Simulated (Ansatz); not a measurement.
# C3H4ClNSi: the cost of one run

Computed with Ansatz 0.2.0. Level: RKS PBE-D4/def2-SVP.

### 1 Where the work starts

10 atoms, charge 0, spin multiplicity 1.

Atoms are counted from 1 here; the program's logs count them from 0.

Bond lengths: C1–C2 1.228 Å, C1–H7 1.083 Å, C2–Si3 1.828 Å, Si3–Cl4 2.096 Å, Si3–N5 1.751 Å, Si3–H8 1.493 Å, N5–C6 1.273 Å, C6–H9 1.119 Å, C6–H10 1.114 Å. Angles: C2–C1–H7 179.8°, C1–C2–Si3 179.3°, C2–Si3–Cl4 108.6°, C2–Si3–N5 107.9°, C2–Si3–H8 111.1°, Cl4–Si3–N5 112.6°, Cl4–Si3–H8 108.4°, N5–Si3–H8 108.3°, Si3–N5–C6 126.8°, N5–C6–H9 124.1°, N5–C6–H10 120.1°, H9–C6–H10 115.8°.

As a file:

| atom | x (Å) | y (Å) | z (Å) |
| --- | --- | --- | --- |
| C1 | -0.38392 | -2.45122 | 1.48863 |
| C2 | -0.13537 | -1.63436 | 0.60593 |
| Si3 | 0.23114 | -0.43288 | -0.72256 |
| Cl4 | -1.50970 | -0.13054 | -1.85080 |
| N5 | 0.81049 | 1.03890 | 0.02951 |
| C6 | 0.28087 | 2.19431 | -0.04575 |
| H7 | -0.60337 | -3.16865 | 2.26926 |
| H8 | 1.29824 | -0.94540 | -1.63240 |
| H9 | -0.65543 | 2.41943 | -0.61636 |
| H10 | 0.75005 | 3.05931 | 0.47726 |

This geometry comes from a loose relaxation at PBE in a small basis, which is not shown.

### 3 Setting up the map

- dihedral C2–Si3–N5–C6: 10 values from −180 to 144 °, periodic
- dihedral Si3–N5–C6–H9: 10 values from −180 to 144 °, periodic

Relaxed at each point: all other coordinates. Energies count from the relaxed molecule at the same level. Points are written as (first, second).

(The set-up runs are not shown.)

### 4 Point (0°, 36°)

Contents of input.yaml:

```yaml
crystal:
  periodic: [false, false, false]
  atoms:
    - { symbol: C, position_ang: [-1.684245, -2.018389, 0.986353] }
    - { symbol: C, position_ang: [-0.853275, -1.48453, 0.253728] }
    - { symbol: Si, position_ang: [0.615931, -0.587347, -0.362157] }
    - { symbol: Cl, position_ang: [0.591678, -1.267812, -2.324981] }
    - { symbol: "N", position_ang: [0.660259, 1.143912, -0.622443] }
    - { symbol: C, position_ang: [0.099717, 2.286848, -0.598116] }
    - { symbol: H, position_ang: [-2.480662, -2.52046, 1.521221] }
    - { symbol: H, position_ang: [1.90306, -0.992787, 0.278274] }
    - { symbol: H, position_ang: [-0.584292, 2.328094, 0.287066] }
    - { symbol: H, position_ang: [0.707249, 3.203338, -0.762352] }
basis:
  gaussian: { orbitals: def2-SVP }
hamiltonian:
  xc: pbe
  dispersion: d4
output:
  forces: true
relax:
  f_tol: 0.02
  max_steps: 50
  escape_saddle: false
  constraints: [{ sites: [1, 2, 4, 5] }, { sites: [2, 4, 5, 8] }]
scf:
  lower_state_search: "off"
```

The run is started by

```bash
$ ansatz run input.yaml --threads 1 --pin off --max-ram 2560MiB --backend cpu --events-out ev --progress --plain --runs-dir out
```

What time and memory should one allow on 1 thread of Arm Neoverse V2, shared host?

About 22 s, with a peak of 0.14 GiB.
